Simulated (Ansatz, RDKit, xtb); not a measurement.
**C2H10GeN2: which of the isomers drawn lies lowest?**

Which of a sample of isomers of C2H10GeN2 is the most stable in the gas at 298.15 K, and what are its properties? The sample is small against all isomers, and the most stable one of this formula need not be in it.

The funnel: GFN2-xTB relaxations, single points with a density functional, relaxations at B3LYP-D3(BJ)/def2-SVP, harmonic vibrations (at GFN2-xTB), and a last energy at a higher level. All values are calculated.

## (1) Possible bonding patterns

Isomers were taken from a list of plausible structures; this is a sample, not all of them. That gives 5 candidates.

| label | SMILES | spin |
| --- | --- | --- |
| c139 | CC[NH][GeH2][NH2] | singlet |
| c227 | CN(C)[NH][GeH3] | singlet |
| c795 | C[NH][GeH2][NH]C | singlet |
| c852 | CN[N](C)[GeH3] | singlet |
| c869 | C[N](C)[GeH2][NH2] | singlet |

Candidates are built by distance geometry, with a force field where one applies, in up to four conformers (letters a to d).

Q: Predict the outcome of this search (final energies at CCSD(T)/def2-SVP + MP2/def2-TZVPP - MP2/def2-SVP).

| quantity | value |
| --- | --- |
| lowest structure found | CC[NH][GeH2][NH2], singlet |
| next finalist | C[N](C)[GeH2][NH2], singlet, 7.4 kcal/mol higher in G |
| share at equilibrium, among the finalists | 100.0 % |

`CC[NH][GeH2][NH2]` comes out lowest. Among the finalists first place is clear (7.4 kcal/mol); structures outside the list aren't covered. GFN2-xTB, HF/STO-3G, r2SCAN-D4/def2-SVP, B3LYP-D3(BJ)/def2-SVP, HF/def2-SVP and MP2/def2-SVP already put its bonding pattern lowest among the structures in one piece. 5 minima inside the window were never screened. The search is not exhaustive (a finite list of starts, one conformer a finalist), so a lower isomer can't be ruled out. Only 5 drawn patterns were tried, so whole families of isomers are missing, and the result ranks this sample alone. The lowest isomer need not be the one that is made and kept in a bottle, which depends on barriers.
